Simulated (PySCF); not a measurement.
# C3H8GeS: the cost of one run

The runs use PySCF 2.14.0, with density-fitted response routines of our own; the level of theory stands in each step. All values are computed, except where a source is named. Atoms count from 0, in the outputs and in this text.

**1. Starting geometry**

13 atoms, charge 0, multiplicity 1; geometry from: GFN2-xTB. The atoms were then displaced at random by about 0.01 Å, so the start is not that level's minimum.

Bonds of the start (Å): S0–C1 1.84, C1–C2 1.54, C2–C3 1.50, C3–Ge4 2.01, Ge4–C1 2.00, S0–H5 1.33, C1–H6 1.09, C2–H7 1.09, C2–H8 1.12, C3–H9 1.10, C3–H10 1.09, Ge4–H11 1.49, Ge4–H12 1.51.

**2. Geometry optimisation at PBE0-D3(BJ)/def2-SVP**

The job: settings as JSON, then the geometry in Å.

```
{"job": {"xc": "PBE0", "basis": "def2-SVP", "d3": "d3bj", "grid": 1, "shake": 0.01, "kind": "geom"}, "charge": 0, "multiplicity": 1}
S      1.421320    -1.046640     1.461190
C      0.625220    -0.786270    -0.178410
C      0.527200     0.695140    -0.585000
C     -0.765400     1.115920     0.040020
Ge    -1.357870    -0.805150     0.085530
H      2.574740    -0.459200     1.164990
H      1.163220    -1.420140    -0.888270
H      0.511470     0.764580    -1.670580
H      1.394520     1.303310    -0.223550
H     -1.360830     1.833410    -0.535910
H     -0.671980     1.514010     1.054820
H     -2.142340    -1.300750    -1.079270
H     -1.913430    -1.425100     1.344130
```

On the command line:

```
OMP_NUM_THREADS=1 python probes_run.py task.json out
```

This one command runs all jobs of the session in turn.

Q: Estimate the wall time and peak memory of this first job on 1 thread of Arm Neoverse V1, shared host.

About 55 s, with a peak of 0.53 GiB.
